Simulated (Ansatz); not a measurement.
# CH4F2OSi: small, medium and large basis sets

An exercise on one series of results from a longer session: the logs are not shown, and one member is left open.

The runs use Ansatz 0.2.0, Gaussian basis; one geometry, several basis sets.

Levels to be run: PBE0-D4/def2-SVP; ωB97M-V/def2-SVP; PBE0-D4/def2-QZVPP; ωB97M-V/def2-QZVPP; the functionals' def2-TZVPP values are taken from earlier runs.

## Structure used throughout

The geometry comes from an earlier relaxation with PBE0-D4 in a triple-zeta def2 set; it is a stationary point, not always the lowest conformer.

SMILES `O[SiH](F)CF`, 9 atoms, charge 0, spin multiplicity 1.

Atoms are counted from 1 here; the program's logs count them from 0.

Bond lengths: O1–Si2 1.626 Å, O1–H6 0.960 Å, Si2–F3 1.596 Å, Si2–C4 1.885 Å, Si2–H7 1.476 Å, C4–F5 1.398 Å, C4–H8 1.095 Å, C4–H9 1.094 Å. Angles: Si2–O1–H6 117.1°, O1–Si2–F3 111.0°, O1–Si2–C4 109.3°, O1–Si2–H7 108.1°, F3–Si2–C4 107.6°, F3–Si2–H7 107.6°, C4–Si2–H7 113.2°, Si2–C4–F5 108.3°, Si2–C4–H8 111.4°, Si2–C4–H9 112.9°, F5–C4–H8 107.9°, F5–C4–H9 108.2°, H8–C4–H9 108.0°.

The first run:

Input file in.yaml:

```yaml
crystal:
  periodic: [false, false, false]
  atoms:
    - {symbol: O, position_ang: [-0.619092, 1.144103, 1.281076]}
    - {symbol: Si, position_ang: [0.573375, 0.323362, 0.539980]}
    - {symbol: F, position_ang: [1.564966, 1.315812, -0.219927]}
    - {symbol: C, position_ang: [-0.172550, -0.833004, -0.747933]}
    - {symbol: F, position_ang: [-1.218284, -0.160806, -1.388337]}
    - {symbol: H, position_ang: [-1.358133, 1.427341, 0.737932]}
    - {symbol: H, position_ang: [1.354973, -0.383739, 1.572979]}
    - {symbol: H, position_ang: [-0.586088, -1.734937, -0.283868]}
    - {symbol: H, position_ang: [0.549434, -1.144432, -1.509003]}
basis:
  gaussian: {orbitals: def2-SVP}
hamiltonian: {xc: pbe0, dispersion: d4}
output: {orbitals: {seedname: orbitals}}
```

On the command line:

```console
> ansatz run in.yaml --threads 4 --pin off --events-out ev --progress --plain --max-ram 10444MiB
```

Steps of the session up to this table: PBE0-D4 in def2-SVP; ωB97M-V in def2-SVP; PBE0-D4 in def2-QZVPP; ωB97M-V in def2-QZVPP.

One table of the session follows, with a row left open; its other results are not shown here.

It belongs to the step «Functionals by basis». 

```
functional       basis  HOMO (eV)  LUMO (eV)
   PBE0-D4    def2-SVP      -8.64       0.80
   PBE0-D4  def2-TZVPP      -8.81       0.12
   PBE0-D4  def2-QZVPP          ?          ?
   ωB97M-V    def2-SVP     -10.92       2.76
   ωB97M-V  def2-TZVPP     -11.12       1.86
   ωB97M-V  def2-QZVPP     -11.16       1.43
```

Estimate the missing values for PBE0-D4, def2-QZVPP.

As computed: HOMO (eV): -8.85; LUMO (eV): -0.12. In the column «HOMO (eV)» it lies between ωB97M-V, def2-SVP (-10.92) and PBE0-D4, def2-TZVPP (-8.81).
